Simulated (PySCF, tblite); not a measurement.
# C4H4F2O: geometry, infrared bands, NMR shifts and spin-spin couplings

Wanted: the infrared bands, NMR shifts and spin-spin couplings of C4H4F2O (`O=C(F)[C@@H]1C[C@H]1F`), by calculation.

Programs: tblite 0.8.0 and PySCF 2.14.0, with density-fitted response routines of our own. Each step states its level of theory. These are calculated values for one molecule in the gas phase, unless marked as measured. Atoms count from 0, in the outputs and in this text.

**1. The starting structure**

11 atoms, charge 0, multiplicity 1; geometry from: force field or distance geometry start.

Bonds of the start (Å): O0–C1 1.23, C1–F2 1.37, C1–C3 1.49, C3–C4 1.52, C4–C5 1.50, C5–F6 1.37, C5–C3 1.50, C3–H7 1.09, C4–H8 1.10, C4–H9 1.12, C5–H10 1.11.

**2. Optimising the geometry with GFN2-xTB**

Job settings and geometry (Å):

```
{"job": {"kind": "relax", "xc": "GFN2-xTB", "basis": "xTB"}, "charge": 0, "multiplicity": 1}
O      1.571100    -0.976400     1.027500
C      1.535300    -0.276000     0.018000
F      2.722500     0.003200    -0.601800
C      0.242800     0.249200    -0.498800
C     -0.707600     0.609100     0.637000
C     -1.011500    -0.540500    -0.280000
F     -2.110500    -0.350300    -1.074300
H      0.279000     0.869600    -1.395200
H     -0.394900     0.442600     1.679800
H     -1.268700     1.552200     0.394600
H     -0.852200    -1.580000     0.067200
```

Command:

```sh
> OMP_NUM_THREADS=1 python probes_run.py task.json out
```

This one command runs all jobs of the session in turn.

The log of the run:

```text
step      E/eV     max force
  0    -655.61274    3.326
  1    -655.70847    4.456
  2    -655.84536    0.744
  3    -655.89058    0.647
  4    -655.93035    0.502
  5    -655.94933    0.392
  6    -655.97697    0.378
  7    -655.98874    0.371
  8    -656.00063    0.266
  9    -656.00899    0.253
 10    -656.01494    0.217
 11    -656.01768    0.187
 12    -656.01963    0.191
 13    -656.02272    0.203
 14    -656.02730    0.217
 15    -656.03143    0.176
 16    -656.03336    0.107
 17    -656.03431    0.106
 18    -656.03503    0.092
 19    -656.03580    0.097
 20    -656.03657    0.084
 21    -656.03710    0.053
 22    -656.03742    0.041
 23    -656.03762    0.041
 24    -656.03775    0.039
 25    -656.03785    0.021
 26    -656.03791    0.020
 27    -656.03796    0.018
 28    -656.03800    0.020
 29    -656.03804    0.016
 30    -656.03806    0.013
 31    -656.03808    0.014
 32    -656.03810    0.018
 33    -656.03813    0.018
 34    -656.03816    0.017
 35    -656.03818    0.014
 36    -656.03820    0.013
 37    -656.03822    0.013
 38    -656.03824    0.017
 39    -656.03827    0.023
 40    -656.03831    0.022
 41    -656.03834    0.015
 42    -656.03837    0.014
 43    -656.03839    0.012
 44    -656.03841    0.014
 45    -656.03843    0.012
 46    -656.03844    0.010
 47    -656.03846    0.009
```

Wall time 0.29 s (1 thread of Arm Neoverse N1, shared host).

The steps of the relaxation: (not every step is listed)

```tsv
step	energy from step 0 (eV)	largest force (eV/Å)
0	0.0000	3.3262
1	-0.0957	4.4563
2	-0.2326	0.7440
3	-0.2778	0.6469
4	-0.3176	0.5019
5	-0.3366	0.3920
6	-0.3642	0.3779
7	-0.3760	0.3712
8	-0.3879	0.2659
11	-0.4049	0.1872
14	-0.4146	0.2173
17	-0.4216	0.1057
20	-0.4238	0.0844
23	-0.4249	0.0414
26	-0.4252	0.0197
29	-0.4253	0.0162
32	-0.4254	0.0184
35	-0.4254	0.0142
38	-0.4255	0.0168
41	-0.4256	0.0149
42	-0.4256	0.0139
43	-0.4257	0.0121
44	-0.4257	0.0145
45	-0.4257	0.0121
46	-0.4257	0.0099
47	-0.4257	0.0093
```

Distances of close pairs at the start and the end, largest changes first:

```tsv
bond	before (Å)	after (Å)	change (Å)
O0–C1	1.229	1.182	-0.047
C4–H9	1.124	1.079	-0.045
C5–H10	1.107	1.083	-0.024
C4–C5	1.502	1.478	-0.024
C4–H8	1.101	1.079	-0.023
C1–C3	1.488	1.465	-0.022
C3–C5	1.498	1.517	+0.018
C5–F6	1.369	1.353	-0.016
```

The end geometry stands in the next job.

**3. Harmonic vibrations with GFN2-xTB**

Job settings and geometry (Å):

```
{"job": {"kind": "ir", "xc": "GFN2-xTB", "basis": "xTB"}, "charge": 0, "multiplicity": 1}
O      1.712866    -1.040028     0.976851
C      1.525330    -0.338967     0.043412
F      2.565039    -0.015669    -0.777177
C      0.279696     0.281525    -0.415341
C     -0.756493     0.659201     0.630521
C     -0.994930    -0.518987    -0.229166
F     -1.915897    -0.427564    -1.215924
H      0.359122     0.893968    -1.303299
H     -0.499666     0.485529     1.663721
H     -1.331564     1.552198     0.441776
H     -0.938078    -1.528535     0.158662
```

The log of the run:

```text
mode    cm-1     km/mol
  1      63.4      1.61
  2     158.2     10.98
  3     180.4      9.71
  4     346.1      3.50
  5     412.6      6.49
  6     428.5     12.14
  7     607.9     14.82
  8     668.3     31.79
  9     826.5     38.10
 10     844.5     12.71
 11     925.6     47.95
 12     945.2    141.34
 13     984.8     83.92
 14    1045.1     34.72
 15    1057.4     71.59
 16    1067.3     27.65
 17    1078.9     58.72
 18    1145.9     54.00
 19    1216.0      9.50
 20    1265.3     57.83
 21    1365.1     75.43
 22    1440.3     87.54
 23    1848.4    433.93
 24    3053.4      6.75
 25    3085.1      0.96
 26    3101.2      1.40
 27    3126.5      2.18
```

Wall time 0.33 s (1 thread of Arm Neoverse N1, shared host).

Which atoms move in the most intense modes:

```tsv
cm⁻¹	km/mol	atoms
945	141.3	C5 31 %, C4 23 %, H7 18 %, C3 11 %
985	83.9	C1 30 %, C5 20 %, C3 14 %, H9 12 %
1057	71.6	H8 23 %, H7 16 %, C4 13 %, C3 11 %
1079	58.7	H9 28 %, H7 23 %, C3 16 %
1265	57.8	H7 28 %, H10 21 %, C3 19 %, C5 17 %
1365	75.4	H9 29 %, H8 27 %, C3 17 %, C5 17 %
1440	87.5	C4 27 %, C5 21 %, H9 17 %, H8 16 %
1848	433.9	C1 62 %, O0 37 %
```

**4. Nuclear shieldings: PBE0/pcSseg-1**

The job, as its differences from that of step 3:

```diff
@@ -1,2 +1,2 @@
-{"job": {"kind": "ir", "xc": "GFN2-xTB", "basis": "xTB"}, "charge": 0, "multiplicity": 1}
+{"job": {"kind": "nmr", "xc": "PBE0", "basis": "pcSseg-1"}, "charge": 0, "multiplicity": 1}
 O      1.712866    -1.040028     0.976851
```

Method: GIAO PBE0/pcSseg-1 NMR shielding, non-relativistic, gas phase.

The log of the run:

```text
coarse grid: 10088 points
cycle   1  E = -429.0021210654  dE =  1.276e+00  |g| = 9.560e-01  |ddm| = 2.935e+00
cycle   2  E = -428.5858839647  dE =  4.162e-01  |g| = 1.802e+00  |ddm| = 1.634e+00
cycle   3  E = -429.1540098793  dE = -5.681e-01  |g| = 2.560e-01  |ddm| = 1.182e+00
cycle   4  E = -429.1646330477  dE = -1.062e-02  |g| = 8.201e-02  |ddm| = 2.053e-01
cycle   5  E = -429.1655669491  dE = -9.339e-04  |g| = 2.054e-02  |ddm| = 5.057e-02
cycle   6  E = -429.1656544168  dE = -8.747e-05  |g| = 5.665e-03  |ddm| = 1.889e-02
cycle   7  E = -429.1656606226  dE = -6.206e-06  |g| = 1.257e-03  |ddm| = 4.242e-03
final grid: 100736 points
cycle   8  E = -429.2305160296  dE = -2.413e-05  |g| = 1.216e-02  |ddm| = 2.762e-02
cycle   9  E = -429.2304509227  dE =  6.511e-05  |g| = 2.252e-02  |ddm| = 2.112e-02
cycle  10  E = -429.2305434839  dE = -9.256e-05  |g| = 2.127e-03  |ddm| = 1.373e-02
cycle  11  E = -429.2305443454  dE = -8.615e-07  |g| = 2.926e-04  |ddm| = 1.531e-03
cycle  12  E = -429.2305443539  dE = -8.507e-09  |g| = 1.602e-04  |ddm| = 3.110e-04
cycle  13  E = -429.2305443580  dE = -4.168e-09  |g| = 2.302e-05  |ddm| = 1.144e-04
cycle  14  E = -429.2305443581  dE = -1.085e-10  |g| = 7.820e-06  |ddm| = 2.615e-05
converged SCF energy = -429.2305443581

GIAO shielding tensors (ppm)
atom      isotropic    diamagn.    paramagn.     s11        s22        s33       span
  0 O      -83.172     402.109    -485.281   -352.892   -170.986    274.362    627.254
  1 C       14.007     249.098    -235.091   -101.877     46.439     97.458    199.335
  2 F      103.623     475.990    -372.367   -146.574    171.466    285.977    432.551
  3 C      166.246     255.160     -88.914    133.207    144.230    221.301     88.094
  4 C      167.292     252.167     -84.874    145.720    160.613    195.544     49.824
  5 C      107.950     245.747    -137.797     56.235     83.140    184.475    128.241
  6 F      394.998     469.799     -74.802    356.356    389.174    439.462     83.106
  7 H       29.513      31.191      -1.678     23.190     28.699     36.651     13.461
  8 H       30.355      30.405      -0.050     25.381     27.209     38.475     13.094
  9 H       29.973      29.698       0.274     25.089     26.601     38.228     13.139
 10 H       26.775      29.929      -3.154     21.966     27.102     31.256      9.290
```

It took 22 s on 1 thread of Arm Neoverse N1, shared host; peak memory 0.67 GiB.

The references, computed at this level on geometries of the same kind, shield at (ppm): 1H TMS 31.72, 13C TMS 186.9, 19F CFCl3 170.9, 17O H2O 336.1. Their shielding less the atom's gives the shift. The references are single molecules in the gas phase, so shifts against H2O, NH3, PH3, H3PO4 or CFCl3 are not on the usual liquid scales and can be off by tens of ppm.

```tsv
atoms	environment	σ (ppm)	δ (ppm)	δ scaled to CDCl3
C1	carbonyl carbon	14.0	172.9	166.9
C5	three-membered-ring carbon bearing a halogen	108.0	79.0	75.2
C3	three-membered-ring carbon	166.2	20.7	18.3
C4	three-membered-ring carbon	167.3	19.6	17.2
H10	hydrogen on a three-membered-ring carbon bearing a halogen	26.77	4.94	4.76
H7	hydrogen on a three-membered-ring carbon	29.51	2.20	2.18
H9	hydrogen on a three-membered-ring carbon	29.97	1.74	1.75
H8	hydrogen on a three-membered-ring carbon	30.35	1.36	1.39
O0	carbonyl oxygen	-83.2	419.3	–
F2	fluorine bonded to C	103.6	67.3	–
F6	fluorine on an sp3 carbon	395.0	-224.1	–
```

The scaled column applies a straight-line fit of computed shieldings to shifts measured in CDCl3, and one for carbons that bear F (root-mean-square error 0.16 ppm for H, 1.9 ppm for C).

Charges from the same density, by scheme (e):

```tsv
atoms	Mulliken	IAO	Hirshfeld	ESP fit
O0	-0.35	-0.40	-0.23	-0.46
C1	0.62	0.61	0.24	0.72
F2	-0.27	-0.29	-0.10	-0.27
C3	-0.39	-0.23	-0.06	-0.30
C4	-0.16	-0.29	-0.08	-0.32
C5	0.25	0.19	0.07	0.13
F6	-0.29	-0.29	-0.10	-0.18
```

Mayer bond orders: O0–C1 2.06, C1–F2 0.96, C1–C3 0.99, C3–C4 0.89, C4–C5 0.98, C5–F6 0.93, C5–C3 0.88.

Ring of atoms C3, C4, C5: NICS(0) -39.6, NICS(1) -8.0, NICS(1)zz -20.6 ppm (means of both faces; NICS(1) differs between them: -9.3 and -6.7).

The two faces differ (NICS(1)zz -24.3 and -16.9 ppm).

In rings of three or four atoms NICS is ruled by the nearby σ bonds, so it says little on aromaticity.

**5. Spin-spin couplings: B3LYP/pcJ-1**

The job, as its differences from that of step 4:

```diff
@@ -1,2 +1,2 @@
-{"job": {"kind": "nmr", "xc": "PBE0", "basis": "pcSseg-1"}, "charge": 0, "multiplicity": 1}
+{"job": {"kind": "j", "xc": "B3LYP", "basis": "pcJ-1"}, "charge": 0, "multiplicity": 1}
 O      1.712866    -1.040028     0.976851
```

With the program's defaults for keys left out, this is: B3LYP/pcJ-1 indirect spin-spin coupling, non-relativistic, gas phase.

The log of the run:

```text
coarse grid: 10088 points
cycle   1  E = -429.4733934362  dE =  1.210e+00  |g| = 1.032e+00  |ddm| = 2.816e+00
cycle   2  E = -428.9092967161  dE =  5.641e-01  |g| = 2.059e+00  |ddm| = 1.824e+00
cycle   3  E = -429.6374861117  dE = -7.282e-01  |g| = 3.187e-01  |ddm| = 1.354e+00
cycle   4  E = -429.6535637061  dE = -1.608e-02  |g| = 1.097e-01  |ddm| = 2.501e-01
cycle   5  E = -429.6551278906  dE = -1.564e-03  |g| = 2.892e-02  |ddm| = 6.501e-02
cycle   6  E = -429.6552990135  dE = -1.711e-04  |g| = 7.696e-03  |ddm| = 2.488e-02
cycle   7  E = -429.6553099471  dE = -1.093e-05  |g| = 1.835e-03  |ddm| = 5.791e-03
cycle   8  E = -429.6553106140  dE = -6.670e-07  |g| = 3.531e-04  |ddm| = 1.608e-03
final grid: 100736 points
cycle   9  E = -429.7253378471  dE = -1.774e-04  |g| = 7.875e-03  |ddm| = 1.825e-02
cycle  10  E = -429.7253199850  dE =  1.786e-05  |g| = 1.277e-02  |ddm| = 1.260e-02
cycle  11  E = -429.7253480799  dE = -2.809e-05  |g| = 1.321e-03  |ddm| = 8.151e-03
cycle  12  E = -429.7253481632  dE = -8.337e-08  |g| = 1.147e-03  |ddm| = 1.402e-03
cycle  13  E = -429.7253483835  dE = -2.203e-07  |g| = 2.079e-04  |ddm| = 7.219e-04
cycle  14  E = -429.7253483912  dE = -7.658e-09  |g| = 2.761e-05  |ddm| = 1.451e-04
cycle  15  E = -429.7253483913  dE = -1.332e-10  |g| = 1.162e-05  |ddm| = 2.967e-05
converged SCF energy = -429.7253483913

Indirect spin-spin couplings (Hz)
  i      j    bonds     total        FC       PSO       DSO        SD
  0 O    1 C    1     23.792    11.880    12.023    -0.110         -
  0 O    2 F    2     59.998   -11.130    73.985     0.232    -3.089
  0 O    3 C    2     -0.383    -1.973     1.557     0.033         -
  0 O    4 C    3     -0.913    -0.780    -0.137     0.005         -
  0 O    5 C    3     -1.085    -0.983    -0.093    -0.009         -
  0 O    6 F    4     -1.131    -0.605    -1.971     0.151     1.294
  0 O    7 H    3     -1.364    -1.766     0.053     0.349         -
  0 O    9 H    4     -0.162    -0.093    -0.277     0.208         -
  1 C    2 F    1   -411.881  -370.837   -44.584     1.043     2.498
  1 C    3 C    1     88.071    90.359    -2.677     0.389         -
  1 C    4 C    2     -2.386    -2.168    -0.271     0.053         -
  1 C    5 C    2     -1.118    -1.013    -0.193     0.089         -
  1 C    6 F    3     -0.612     0.051    -0.396    -0.158    -0.110
  1 C    7 H    2     -3.705    -3.414    -0.380     0.090         -
  1 C    8 H    3      7.859     8.024    -0.407     0.241         -
  1 C    9 H    3      5.183     5.161     0.289    -0.267         -
  1 C   10 H    3      3.853     3.976    -0.391     0.268         -
  2 F    3 C    2     79.191    87.609    -8.408     0.063    -0.073
  2 F    4 C    3     -2.879    -2.016    -1.136    -0.283     0.556
  2 F    5 C    3     -2.520    -2.381    -0.167    -0.212     0.240
  2 F    6 F    4     -2.687     0.257    -2.355    -0.786     0.197
  2 F    7 H    3     -4.208    -0.949    -2.590     0.520    -1.190
  2 F    8 H    4     -0.222     0.588     0.329    -1.096    -0.043
  2 F    9 H    4     -0.333    -0.199     1.130    -1.108    -0.156
  2 F   10 H    4     -0.381     0.063     0.541    -0.977    -0.008
  3 C    4 C    1     11.518    11.510    -0.237     0.245         -
  3 C    5 C    1     13.497    14.478    -1.283     0.301         -
  3 C    6 F    2     10.187    10.960     0.207    -0.044    -0.936
  3 C    7 H    1    180.604   179.183     0.178     1.243         -
  3 C    8 H    2     -3.130    -3.439     0.467    -0.158         -
  3 C    9 H    2     -1.203    -1.402     0.349    -0.150         -
  3 C   10 H    2      0.736     0.722     0.167    -0.153         -
  4 C    5 C    1     21.989    24.063    -2.336     0.262         -
  4 C    6 F    2      3.629     8.485    -3.656    -0.172    -1.028
  4 C    7 H    2     -0.857    -1.060     0.425    -0.222         -
  4 C    8 H    1    173.450   172.152     0.380     0.918         -
  4 C    9 H    1    173.363   172.027     0.433     0.904         -
  4 C   10 H    2      3.823     3.953     0.168    -0.298         -
  5 C    6 F    1   -301.429  -328.839    11.751     0.849    14.810
  5 C    7 H    2     -3.217    -3.261     0.153    -0.110         -
  5 C    8 H    2      1.861     1.937     0.054    -0.130         -
  5 C    9 H    2     -4.842    -4.696     0.054    -0.200         -
  5 C   10 H    1    213.227   212.860    -0.944     1.311         -
  6 F    7 H    3     15.598    14.679     1.613     0.148    -0.842
  6 F    8 H    3     11.282    12.052     1.283    -1.984    -0.069
  6 F    9 H    3     19.806    19.738     0.968    -0.129    -0.771
  6 F   10 H    2     68.451    63.202     9.252    -1.344    -2.659
  7 H    8 H    3      7.513     7.482     2.589    -2.558         -
  7 H    9 H    3     11.960    11.946    -0.008     0.022         -
  7 H   10 H    3      1.665     1.728     2.460    -2.522         -
  8 H    9 H    2     -8.458    -8.613     3.055    -2.900         -
  8 H   10 H    3      7.021     7.061     0.109    -0.149         -
  9 H   10 H    3      4.163     4.260     2.658    -2.755         -
```

Wall time 59 s (1 thread of Arm Neoverse N1, shared host); peak memory 1 GiB.

Couplings of 1 Hz or more, nine at most for each number of bonds (isotopes 13C, 19F, 1H, 17O):

```tsv
pair	bonds	J (Hz)	Fermi contact (Hz)	dihedral (°)
C1–F2	1	-411.9	-370.8	–
C5–F6	1	-301.4	-328.8	–
C5–H10	1	213.2	212.9	–
C3–H7	1	180.6	179.2	–
C4–H8	1	173.4	172.2	–
C4–H9	1	173.4	172.0	–
C1–C3	1	88.1	90.4	–
O0–C1	1	23.8	11.9	–
C4–C5	1	22.0	24.1	–
F2–C3	2	79.2	87.6	–
F6–H10	2	68.5	63.2	–
O0–F2	2	60.0	-11.1	–
C3–F6	2	10.2	11.0	–
H8–H9	2	-8.5	-8.6	–
C5–H9	2	-4.8	-4.7	–
C4–H10	2	3.8	4.0	–
C1–H7	2	-3.7	-3.4	–
C4–F6	2	3.6	8.5	–
F6–H9	3	19.8	19.7	0
F6–H7	3	15.6	14.7	2
H7–H9	3	12.0	11.9	-2
F6–H8	3	11.3	12.1	147
C1–H8	3	7.9	8.0	2
H7–H8	3	7.5	7.5	-145
H8–H10	3	7.0	7.1	1
C1–H9	3	5.2	5.2	145
F2–H7	3	-4.2	-0.9	-1
F2–F6	4	-2.7	0.3	–
O0–F6	4	-1.1	-0.6	–
```

The spin-dipole term was solved for some atoms only; pairs without it lack that part.

The response was solved for the nuclei of C, F, H alone, so couplings that need other nuclei can be missing.

Quadrupole couplings from the field gradients of the same density:

```tsv
atom	isotope	eQq/h (MHz)	η
O0	17O	8.936	0.34
```

Shifts (PBE0/pcSseg-1, scaled to CDCl3) and these couplings together give the proton spectrum at 300 MHz below. H–H couplings in it are scaled by factors fitted to measured ones, so they differ from the table.

1H NMR δ 4.76 (m, 1H), 2.18 (m, 1H), 1.75 (m, 1H), 1.39 (ddt, J = 11.3, 7.8, 6.7 Hz, 1H).

**6. What came out**

```
                                   quantity                        value
  strongest single infrared mode (GFN2-xTB)        1848 cm⁻¹, 434 km/mol
               zero-point energy (GFN2-xTB)                46.2 kcal/mol
     13C shifts against TMS (PBE0/pcSseg-1)  172.9, 79.0, 20.7, 19.6 ppm
      1H shifts against TMS (PBE0/pcSseg-1)   4.94, 2.20, 1.74, 1.36 ppm
     17O shifts against H2O (PBE0/pcSseg-1)                    419.3 ppm
   19F shifts against CFCl3 (PBE0/pcSseg-1)             67.3, -224.1 ppm
largest coupling of the table (B3LYP/pcJ-1)     1J(C,F) C1–F2, -411.9 Hz
```

Relaxing lowered the energy by 0.426 eV in 47 steps; the close pair that moved most is O0–C1, from 1.229 to 1.182 Å. All 27 modes are real, so the xTB geometry is a minimum. The strongest single mode, at 1848 cm⁻¹, moves mainly C1 and O0. Unscaled tight-binding wavenumbers are off by several per cent, some by more. Its intensities can rank the bands wrongly. H10 (hydrogen on a three-membered-ring carbon bearing a halogen) lies farthest downfield among hydrogen, at 4.94 ppm; its carbon carries F, an electronegative neighbour. At PBE0/pcSseg-1: The widest tensor belongs to O0: span 627 ppm, with a paramagnetic part of -485 ppm. Of the pairs tabulated at B3LYP/pcJ-1, C1–F2 couples most strongly (-411.9 Hz; Fermi contact -370.8 Hz). Couplings across rotatable bonds belong to this one conformer; where others are populated, the observed values are averages. Density functionals describe couplings to fluorine poorly, F–F couplings above all, so those rows are rough.
